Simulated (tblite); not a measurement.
# C3H10GeOSi2: the cost of one run

The runs use tblite 0.8.0 and PySCF 2.14.0, with density-fitted response routines of our own; the level of theory stands in each step. All values are computed, except where a source is named. Atoms are numbered from 0 throughout.

## 1. Starting geometry

17 atoms, charge 0, multiplicity 1; geometry from: force field or distance geometry start.

Bonds of the start (Å): O0–Si1 1.75, Si1–C2 1.80, C2–C3 1.22, C3–Ge4 1.89, Si1–C5 1.85, C5–Si6 1.84, O0–H7 1.01, Si1–H8 1.48, Ge4–H9 1.53, Ge4–H10 1.55, Ge4–H11 1.56, C5–H12 1.13, C5–H13 1.13, Si6–H14 1.45, Si6–H15 1.47, Si6–H16 1.49.

## 2. Geometry optimisation with GFN2-xTB

The job: settings as JSON, then the geometry in Å.

```
{"job": {"kind": "relax", "xc": "GFN2-xTB", "basis": "xTB"}, "charge": 0, "multiplicity": 1}
O      0.685900    -1.946600     2.127600
Si     0.764300    -1.221800     0.537800
C     -0.863400    -0.633500     0.045800
C     -1.970700    -0.242200    -0.294100
Ge    -3.705100     0.356800    -0.763900
C      1.995000     0.143200     0.732400
Si     2.363100     1.092900    -0.801200
H     -0.047200    -1.413800     2.580900
H      1.233700    -2.287200    -0.369500
H     -3.612000     1.787100    -1.302600
H     -4.669600     0.403900     0.454600
H     -4.376400    -0.597000    -1.793600
H      1.688000     0.866200     1.540900
H      2.935100    -0.338200     1.125100
H      1.210300     1.207100    -1.679200
H      3.478300     0.417100    -1.489000
H      2.883800     2.418100    -0.363000
```

Launch:

```sh
OMP_NUM_THREADS=1 python probes_run.py task.json out
```

One launch serves the whole session: the jobs run in the order shown.

**Question.** How long does this first job take on 1 thread of Intel Xeon at 2.50GHz, shared host, and how much memory does it need?

About 2.5 s, with a peak of 0.18 GiB.
